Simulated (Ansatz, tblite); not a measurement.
**The cluster Ti₂H₂O₅: rung by rung**

One table from this session's results is given with a row withheld; the runs are named, their logs left out.

The runs use Ansatz 0.2.0, Gaussian basis; as each input shows.

Levels to be run: GFN1-xTB, GFN2-xTB, PBE-D4/def2-TZVP, r2SCAN-D4/def2-TZVP, r2SCANh-D4/def2-TZVP, B97M-V/def2-TZVP, HF/def2-TZVP, PBE-D4/def2-SVP, PBE0-D4/def2-SVP, HF/STO-3G, PBE0-D4/def2-TZVPD, PBE-D4/def2-TZVPD, r2SCANh-D4/def2-TZVPD, CCSD(T)/def2-SVP, MP2/def2-TZVP, RPA/def2-TZVP.

2 further runs of the same task are left out: 2 set aside as unsound or not needed. Runs told in other sessions of the task aren't counted.

## The structure

The geometry is that of the singlet, from an earlier relaxation (PBE-D4/def2-SVP). At that level it is the lowest of the isomers that a small search found.

9 atoms, charge 0, spin multiplicity 1.

Bond lengths: Ti1–O3 1.739 Å, Ti1–O4 1.812 Å, Ti1–O6 1.853 Å, Ti1–O7 2.022 Å, Ti2–O3 2.027 Å, Ti2–O5 1.812 Å, Ti2–O6 1.848 Å, Ti2–O7 1.741 Å, O4–H9 0.971 Å, O5–H8 0.971 Å. Angles: O3–Ti1–O4 125.2°, O3–Ti1–O6 87.6°, O3–Ti1–O7 82.3°, O4–Ti1–O6 127.3°, O4–Ti1–O7 137.5°, O6–Ti1–O7 79.7°, O3–Ti2–O5 137.9°, O3–Ti2–O6 79.7°, O3–Ti2–O7 82.2°, O5–Ti2–O6 127.0°, O5–Ti2–O7 125.1°, O6–Ti2–O7 87.6°, Ti1–O3–Ti2 79.3°, Ti1–O4–H9 143.1°, Ti2–O5–H8 143.2°, Ti1–O6–Ti2 81.4°, Ti1–O7–Ti2 79.4°.

As a file:

```mol
H2O5Ti2
  3D, bonds by distance, orders not assigned

  9 10  0  0  0  0  0  0  0  0999 V2000
   -0.4390    1.0205    0.4691 Ti  0  0
    0.4454   -1.0224   -0.4620 Ti  0  0
    0.9748    0.9326   -0.5404 O   0  0
   -1.0593    2.5236    1.2689 O   0  0
    1.0785   -2.6120   -1.0578 O   0  0
    0.1510   -0.5296    1.2950 O   0  0
   -1.1236   -0.3659   -0.8338 O   0  0
    0.8343   -3.4095   -1.5548 H   0  0
   -0.8621    3.4628    1.4158 H   0  0
  1  3  8  0
  1  4  8  0
  1  6  8  0
  1  7  8  0
  2  3  8  0
  2  5  8  0
  2  6  8  0
  2  7  8  0
  4  9  8  0
  5  8  8  0
M  END
```

No spin-orbit coupling is included.

PBE0-D4/def2-TZVP was run before; its log isn't repeated, and its numbers join the tables.

Set-up of the first run:

Tight binding, by tblite at 300 K electronic temperature and without a spin-polarisation term:

```python
tblite.interface.Calculator('GFN1-xTB', numbers, positions, charge=0, uhf=0).singlepoint()
```

Tight binding, by tblite at 300 K electronic temperature and without a spin-polarisation term:

```python
tblite.interface.Calculator('GFN2-xTB', numbers, positions, charge=0, uhf=0).singlepoint()
```

start.molden holds the orbitals of an earlier run on this state, given as this run's starting guess.

in.yaml reads:

```yaml
crystal:
  periodic: [false, false, false]
  atoms:
    - {symbol: Ti, position_ang: [-0.439049, 1.020517, 0.469116]}
    - {symbol: Ti, position_ang: [0.445438, -1.022388, -0.462017]}
    - {symbol: O, position_ang: [0.974797, 0.932570, -0.540376]}
    - {symbol: O, position_ang: [-1.059337, 2.523575, 1.268854]}
    - {symbol: O, position_ang: [1.078509, -2.612035, -1.057794]}
    - {symbol: O, position_ang: [0.150999, -0.529613, 1.295044]}
    - {symbol: O, position_ang: [-1.123609, -0.365933, -0.833824]}
    - {symbol: H, position_ang: [0.834323, -3.409452, -1.554840]}
    - {symbol: H, position_ang: [-0.862081, 3.462758, 1.415838]}
basis:
  gaussian: {orbitals: def2-TZVP, initial_orbitals: start.molden}
hamiltonian: {xc: pbe, dispersion: d4}
scf: {omitted_lower_state_checks: [starts]}
output: {orbitals: {seedname: orbitals}}
```

Command:

```console
$ ansatz run in.yaml --threads 4 --pin off --events-out ev --progress --plain --max-ram 4787MiB
```

Steps of the session up to this table: PBE-D4/def2-TZVP; r2SCAN-D4/def2-TZVP; r2SCANh-D4/def2-TZVP; B97M-V/def2-TZVP; HF/def2-TZVP; PBE-D4/def2-SVP; PBE0-D4/def2-SVP; HF/STO-3G; PBE0-D4/def2-TZVPD; PBE-D4/def2-TZVPD; r2SCANh-D4/def2-TZVPD; CCSD(T)/def2-SVP; MP2/def2-TZVP; RPA/def2-TZVP.

One table of the session follows, with a row left open; its other results are not shown here.

It belongs to the step «Binding energy». 

| method | binding an atom (eV) |
| --- | --- |
| HF/STO-3G | 4.294 |
| HF/def2-SVP | 2.507 |
| HF/def2-TZVP | 2.581 |
| PBE-D4/def2-SVP | 5.329 |
| B97M-V/def2-TZVP | 4.912 |
| PBE0-D4/def2-SVP | ? |
| PBE0-D4/def2-TZVP | 4.792 |
| PBE0-D4/def2-TZVPD | 4.800 |
| MP2/def2-SVP | 4.824 |
| MP2/def2-TZVP | 5.067 |
| CCSD/def2-SVP | 4.296 |
| CCSD(T)/def2-SVP | 4.540 |

Q: Estimate the row for PBE0-D4/def2-SVP from the others.

**Answer.** binding an atom (eV): 4.810. In the column «binding an atom (eV)» it lies between PBE0-D4/def2-TZVPD (4.800) and MP2/def2-SVP (4.824).

Limits of these values: Free atoms were run apart at each level; binding is atoms less cluster, divided by the number of atoms, without zero-point or spin-orbit terms.
